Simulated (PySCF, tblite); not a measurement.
# C₄H₃F₃N₂S: geometry, infrared bands and NMR shifts

Wanted: the infrared bands and NMR shifts of C₄H₃F₃N₂S (`Cc1nnsc1C(F)(F)F`), by calculation.

The runs use tblite 0.8.0 and PySCF 2.14.0, with density-fitted response routines of our own; the level of theory stands in each step. All values are computed, except where a source is named. Atoms count from 0, in the outputs and in this text.

## (1) Starting geometry

13 atoms, charge 0, multiplicity 1; geometry from: force field or distance geometry start.

Bonds of the start (Å): C0–C1 1.52, C1–N2 1.31, N2–N3 1.31, N3–S4 1.54, S4–C5 1.81, C5–C6 1.48, C6–F7 1.39, C6–F8 1.37, C6–F9 1.41, C5–C1 1.34, C0–H10 1.14, C0–H11 1.11, C0–H12 1.09.

## (2) Geometry optimisation with GFN2-xTB

Job settings and geometry (Å):

```
{"job": {"kind": "relax", "xc": "GFN2-xTB", "basis": "xTB"}, "charge": 0, "multiplicity": 1}
C     -0.716300    -1.458500     0.344900
C     -0.845500     0.013200     0.005800
N     -2.011200     0.617200    -0.061200
N     -1.991800     1.886700    -0.363500
S     -0.551700     2.409000    -0.543300
C      0.217200     0.799600    -0.223200
C      1.635800     0.384900    -0.200600
F      2.478600     1.449500    -0.479400
F      1.967400    -0.625600    -1.066200
F      2.041100    -0.044200     1.075400
H     -1.561200    -1.675800     1.073300
H      0.201800    -1.649800     0.934600
H     -0.868500    -2.105700    -0.514200
```

The run is started by

```bash
OMP_NUM_THREADS=1 python probes_run.py task.json out
```

The driver reads the jobs from task.json and runs them one after another.

**Question.** This job is followed by: GFN2-xTB harmonic vibrations, gas phase; GIAO PBE0/pcSseg-1 NMR shielding, non-relativistic, gas phase. What will the session give for the following? strongest single infrared mode (GFN2-xTB); zero-point energy (GFN2-xTB); 13C shifts against TMS (PBE0/pcSseg-1); 1H shifts against TMS (PBE0/pcSseg-1, means over atoms taken as alike); 15N shifts against NH3 (PBE0/pcSseg-1); 33S shifts against CS2 (PBE0/pcSseg-1); 19F shifts against CFCl3 (PBE0/pcSseg-1, means over atoms taken as alike).

**Answer**, as computed:

| quantity | value |
| --- | --- |
| strongest single infrared mode (GFN2-xTB) | 1030 cm⁻¹, 209 km/mol |
| zero-point energy (GFN2-xTB) | 45.5 kcal/mol |
| 13C shifts against TMS (PBE0/pcSseg-1) | 161.1, 151.6, 132.4, 15.1 ppm |
| 1H shifts against TMS (PBE0/pcSseg-1, means over atoms taken as alike) | 3.20 ppm |
| 15N shifts against NH3 (PBE0/pcSseg-1) | 483.2, 462.2 ppm |
| 33S shifts against CS2 (PBE0/pcSseg-1) | 557 ppm |
| 19F shifts against CFCl3 (PBE0/pcSseg-1, means over atoms taken as alike) | -67.4 ppm |

In words: Relaxing lowered the energy by 0.647 eV in 39 steps; the close pair that moved most is N3–S4, from 1.542 to 1.645 Å. All 33 modes are real, so the xTB geometry is a minimum. The strongest single mode, at 1030 cm⁻¹, is spread over many atoms; the largest shares are those of C6, H12. GFN2-xTB is a fitted tight-binding method: band positions and strengths are rough. Its intensities can rank the bands wrongly. NICS(1)zz of -31 ppm above the planar ring from C1 marks a diatropic (aromatic) ring current.
